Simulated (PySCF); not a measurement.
# Ba, Ba⁺: excitation energies in def2-QZVPPD with ECP46

Each state of barium is computed at each level; their differences give the excitation energy. How far do the methods differ?

Program: PySCF 2.14.0. Level of theory: unrestricted determinants in a Gaussian basis, no spin-orbit coupling in the energies. These are calculated values, not measurements, unless marked.

### 1 The atom as given

* Element: barium (Z = 56)
* Basis: def2-QZVPPD with the def2 core potential (46 electrons) (7s5p3d2f1g, 60 functions)
* Hamiltonian: scalar relativity through the core potential
* State 1: Ba: [Xe] 5d1 6s1, high-spin 3D determinant (an excited configuration)
* State 2: Ba⁺: [Xe] 5d1, 2D determinant (an excited configuration)
* State 3: Ba⁺: [Xe] 6p1, 2P determinant (an excited configuration)
* Needed too, but not shown: Ba [Xe] 6s2 (1S), Ba⁺ [Xe] 6s1 (2S)
* Methods: CCSD(T)
* Core shells frozen in the correlated runs: valence and next inner shell: nothing (for Ba)

The outer shells:

Ba [Xe] 5d1 6s1
```
[Xe] core
5d [↑ ][  ][  ][  ][  ]
6s [↑ ]
```

Ba+ [Xe] 5d1
```
[Xe] core
5d [↑ ][  ][  ][  ][  ]
```

Ba+ [Xe] 6p1
```
[Xe] core
6p [↑ ][  ][  ]
```

The runs were made by one driver on top of PySCF. The scripts below sum up each run's settings (the driver also hands on starting orbitals that pick excited configurations, and frozen orbitals as a list rather than a count), and the logs come from the driver's own runs. The driver starts from symmetry-adapted Hartree-Fock orbitals, holds the occupation by maximum overlap and uses a logarithmic radial grid for functionals, so a plain start would take other cycles.

The integrals over 60 functions and the set-up took 0.38 s of CPU time.

### 2 Ba [Xe] 5d1 6s1: CCSD(T) (valence and next inner shell)

Level: CCSD(T) (valence and next inner shell).

input.py

```python
from pyscf import gto, scf, dft, mp, cc
import basis_set_exchange as bse
txt = bse.get_basis("def2-QZVPPD", elements=["Ba"], fmt="nwchem", header=False)
cut = txt.index("\nECP")
mol = gto.M(atom="Ba 0 0 0", charge=0, spin=2, symmetry="D2h",
            basis=gto.basis.parse(txt[:cut]),
            ecp={"Ba": gto.basis.parse_ecp(txt[cut:])})
mf = scf.UHF(mol)
mf.irrep_nelec = {'Ag': (2, 1), 'B1g': (1, 0), 'B1u': (1, 1), 'B2u': (1, 1), 'B3u': (1, 1)}
mf.kernel()
mycc = cc.CCSD(mf, frozen=0).run()
mycc.ccsd_t()
```

The log of the run:

```text
CC2 = 0
CCSD nocc = (np.int64(6), np.int64(4)), nmo = (60, 60)
frozen orbitals [[], []]
max_cycle = 100
direct = 0
conv_tol = 1e-08
conv_tol_normt = 1e-06
diis_space = 8
diis_start_cycle = 0
Init t2, MP2 energy = -0.175521437159149
Init E_corr(UCCSD) = -0.175521437160203
cycle = 1  E_corr(UCCSD) = -0.189820699721692  dE = -0.0142992626  norm(t1,t2) = 0.0554311
cycle = 2  E_corr(UCCSD) = -0.194196552838792  dE = -0.00437585312  norm(t1,t2) = 0.0194207
cycle = 3  E_corr(UCCSD) = -0.19607296006476  dE = -0.00187640723  norm(t1,t2) = 0.00892948
cycle = 4  E_corr(UCCSD) = -0.195875341007259  dE = 0.000197619058  norm(t1,t2) = 0.00179943
cycle = 5  E_corr(UCCSD) = -0.195830776372902  dE = 4.45646344e-05  norm(t1,t2) = 0.000768334
cycle = 6  E_corr(UCCSD) = -0.195854252057237  dE = -2.34756843e-05  norm(t1,t2) = 0.000495377
cycle = 7  E_corr(UCCSD) = -0.195852002488848  dE = 2.24956839e-06  norm(t1,t2) = 0.000205278
cycle = 8  E_corr(UCCSD) = -0.195850734247969  dE = 1.26824088e-06  norm(t1,t2) = 4.33264e-05
cycle = 9  E_corr(UCCSD) = -0.195850694001457  dE = 4.02465119e-08  norm(t1,t2) = 1.35355e-05
cycle = 10  E_corr(UCCSD) = -0.195850639884287  dE = 5.41171699e-08  norm(t1,t2) = 4.44681e-06
cycle = 11  E_corr(UCCSD) = -0.195850588590191  dE = 5.12940961e-08  norm(t1,t2) = 1.56515e-06
cycle = 12  E_corr(UCCSD) = -0.195850616035585  dE = -2.74453947e-08  norm(t1,t2) = 2.72329e-07
cycle = 13  E_corr(UCCSD) = -0.195850621528966  dE = -5.49338067e-09  norm(t1,t2) = 7.29852e-08
UCCSD converged
E(UCCSD) = -25.26155902540835  E_corr = -0.1958506215289662
UCCSD(T) correction = -0.00622876275121624
```

It used 11 s of CPU time after the integrals (shared host).

CCSD correlation -0.19585 hartree, triples -0.00623; total -25.267788. T1 = 0.015, largest double amplitude 0.038.

Spin-orbit coupling, absent here, splits the open shell strongly.

### 3 Ba⁺ [Xe] 5d1, at CCSD(T) (valence and next inner shell)

Level: CCSD(T) (valence and next inner shell).

input.py

```python
from pyscf import gto, scf, dft, mp, cc
import basis_set_exchange as bse
txt = bse.get_basis("def2-QZVPPD", elements=["Ba"], fmt="nwchem", header=False)
cut = txt.index("\nECP")
mol = gto.M(atom="Ba 0 0 0", charge=1, spin=1, symmetry="D2h",
            basis=gto.basis.parse(txt[:cut]),
            ecp={"Ba": gto.basis.parse_ecp(txt[cut:])})
mf = scf.UHF(mol)
mf.irrep_nelec = {'Ag': (1, 1), 'B1g': (1, 0), 'B1u': (1, 1), 'B2u': (1, 1), 'B3u': (1, 1)}
mf.kernel()
mycc = cc.CCSD(mf, frozen=0).run()
mycc.ccsd_t()
```

The log of the run:

```text
CC2 = 0
CCSD nocc = (np.int64(5), np.int64(4)), nmo = (60, 60)
frozen orbitals [[], []]
max_cycle = 100
direct = 0
conv_tol = 1e-08
conv_tol_normt = 1e-06
diis_space = 8
diis_start_cycle = 0
Init t2, MP2 energy = -0.159553402872325
Init E_corr(UCCSD) = -0.159553402872443
cycle = 1  E_corr(UCCSD) = -0.175930828699171  dE = -0.0163774258  norm(t1,t2) = 0.0402516
cycle = 2  E_corr(UCCSD) = -0.179907878841467  dE = -0.00397705014  norm(t1,t2) = 0.0126278
cycle = 3  E_corr(UCCSD) = -0.181472838060651  dE = -0.00156495922  norm(t1,t2) = 0.00511339
cycle = 4  E_corr(UCCSD) = -0.18139693949571  dE = 7.58985649e-05  norm(t1,t2) = 0.00123941
cycle = 5  E_corr(UCCSD) = -0.181379824134605  dE = 1.71153611e-05  norm(t1,t2) = 0.000213886
cycle = 6  E_corr(UCCSD) = -0.181383997760261  dE = -4.17362566e-06  norm(t1,t2) = 6.26404e-05
cycle = 7  E_corr(UCCSD) = -0.181383980165008  dE = 1.7595253e-08  norm(t1,t2) = 9.45397e-06
cycle = 8  E_corr(UCCSD) = -0.181383948330814  dE = 3.18341942e-08  norm(t1,t2) = 1.78414e-06
cycle = 9  E_corr(UCCSD) = -0.181383958612141  dE = -1.02813276e-08  norm(t1,t2) = 4.40861e-07
cycle = 10  E_corr(UCCSD) = -0.18138395738037  dE = 1.23177124e-09  norm(t1,t2) = 8.49869e-08
UCCSD converged
E(UCCSD) = -25.09196045171815  E_corr = -0.1813839573803702
UCCSD(T) correction = -0.00503274324096967
```

It used 8.2 s of CPU time after the integrals (shared host).

CCSD correlation -0.18138 hartree, triples -0.00503; total -25.096993. T1 = 0.006, largest double amplitude 0.018.

Spin-orbit coupling, absent here, splits the open shell strongly.

### 4 Ba⁺ [Xe] 6p1, at CCSD(T) (valence and next inner shell)

Level: CCSD(T) (valence and next inner shell).

Edit input.py of step 3 so:

```diff
@@ -8,3 +8,3 @@
 mf = scf.UHF(mol)
-mf.irrep_nelec = {'Ag': (1, 1), 'B1g': (1, 0), 'B1u': (1, 1), 'B2u': (1, 1), 'B3u': (1, 1)}
+mf.irrep_nelec = {'Ag': (1, 1), 'B1u': (1, 1), 'B2u': (2, 1), 'B3u': (1, 1)}
 mf.kernel()
```

The log of the run:

```text
CC2 = 0
CCSD nocc = (np.int64(5), np.int64(4)), nmo = (60, 60)
frozen orbitals [[], []]
max_cycle = 100
direct = 0
conv_tol = 1e-08
conv_tol_normt = 1e-06
diis_space = 8
diis_start_cycle = 0
Init t2, MP2 energy = -0.154673661246055
Init E_corr(UCCSD) = -0.15467366125403
cycle = 1  E_corr(UCCSD) = -0.168757210071821  dE = -0.0140835488  norm(t1,t2) = 0.0424209
cycle = 2  E_corr(UCCSD) = -0.172439939420701  dE = -0.00368272935  norm(t1,t2) = 0.0140952
cycle = 3  E_corr(UCCSD) = -0.173894733525701  dE = -0.0014547941  norm(t1,t2) = 0.00622537
cycle = 4  E_corr(UCCSD) = -0.173710294515411  dE = 0.00018443901  norm(t1,t2) = 0.00119962
cycle = 5  E_corr(UCCSD) = -0.173690554526934  dE = 1.97399885e-05  norm(t1,t2) = 0.000124009
cycle = 6  E_corr(UCCSD) = -0.173691786162478  dE = -1.23163554e-06  norm(t1,t2) = 2.30163e-05
cycle = 7  E_corr(UCCSD) = -0.173691815603728  dE = -2.94412504e-08  norm(t1,t2) = 2.99559e-06
cycle = 8  E_corr(UCCSD) = -0.173691801801141  dE = 1.38025873e-08  norm(t1,t2) = 1.03666e-06
cycle = 9  E_corr(UCCSD) = -0.173691807920695  dE = -6.11955447e-09  norm(t1,t2) = 3.98489e-07
UCCSD converged
E(UCCSD) = -25.02454941933805  E_corr = -0.1736918079206953
UCCSD(T) correction = -0.00475679837532831
```

CPU time 11 s on a shared host, the integrals not counted.

CCSD correlation -0.17369 hartree, triples -0.00476; total -25.029306. T1 = 0.011, largest double amplitude 0.028.

Spin-orbit coupling, absent here, splits the open shell strongly.

### 5 Differences of total energies

Excitation energy: Ba [Xe] 6s2 (1S) → Ba [Xe] 5d1 6s1 (3D).

```
                                method  value (eV)  error (eV)
                                   UHF       0.803      -0.357
    MP2 (valence and next inner shell)       1.253      +0.093
SCS-MP2 (valence and next inner shell)       1.369      +0.209
   CCSD (valence and next inner shell)       1.179      +0.019
CCSD(T) (valence and next inner shell)       1.228      +0.068
```

Reference: 1.160 eV (measured; NIST levels, between the centres of gravity of the two terms). Errors of the correlated levels include the incompleteness of this basis.

Excitation energy: Ba⁺ [Xe] 6s1 (2S) → Ba⁺ [Xe] 5d1 (2D).

```
                                method  value (eV)  error (eV)
                                   UHF      0.7641     +0.1002
    MP2 (valence and next inner shell)      0.8631     +0.1992
SCS-MP2 (valence and next inner shell)      0.8177     +0.1538
   CCSD (valence and next inner shell)      0.7548     +0.0910
CCSD(T) (valence and next inner shell)      0.7629     +0.0990
```

Reference: 0.664 eV (measured; NIST levels, between the centres of gravity of the two terms). Errors of the correlated levels include the incompleteness of this basis.

Excitation energy: Ba⁺ [Xe] 6s1 (2S) → Ba⁺ [Xe] 6p1 (2P).

```
                                method  value (eV)  error (eV)
                                   UHF       2.389      -0.263
    MP2 (valence and next inner shell)       2.621      -0.031
SCS-MP2 (valence and next inner shell)       2.571      -0.081
   CCSD (valence and next inner shell)       2.589      -0.063
CCSD(T) (valence and next inner shell)       2.605      -0.047
```

Reference: 2.652 eV (measured; NIST levels, between the centres of gravity of the two terms). Errors of the correlated levels include the incompleteness of this basis.

The differences also use runs on Ba [Xe] 6s2 (1S), Ba⁺ [Xe] 6s1 (2S), which are not shown here. The runs at UHF, MP2 (valence and next inner shell) are not shown; their differences are listed all the same.

### 6 Summary of results

```
                            quantity                                                                        value
excitation energy, Ba → [Xe] 5d1 6s1  UHF 0.803, CCSD(T) (valence and next inner shell) 1.228 eV; reference 1.160
   excitation energy, Ba⁺ → [Xe] 5d1  UHF 0.764, CCSD(T) (valence and next inner shell) 0.763 eV; reference 0.664
   excitation energy, Ba⁺ → [Xe] 6p1  UHF 2.389, CCSD(T) (valence and next inner shell) 2.605 eV; reference 2.652
```

Accuracy by level (over 3 differences):

```
                                method  mean absolute miss against the measured values (with the measured fine structure taken into account where it is known) (eV)
                                   UHF                                                                                                                        0.240
    MP2 (valence and next inner shell)                                                                                                                        0.108
SCS-MP2 (valence and next inner shell)                                                                                                                        0.148
   CCSD (valence and next inner shell)                                                                                                                        0.057
CCSD(T) (valence and next inner shell)                                                                                                                        0.071
```

**Reading.** CCSD (valence and next inner shell) lands nearest to the measured values (mean absolute error over 3 measured values 0.06 eV), level with CCSD(T) (valence and next inner shell); UHF misses by most (0.24 eV). All values hold for this basis alone; no basis-set limit was taken.
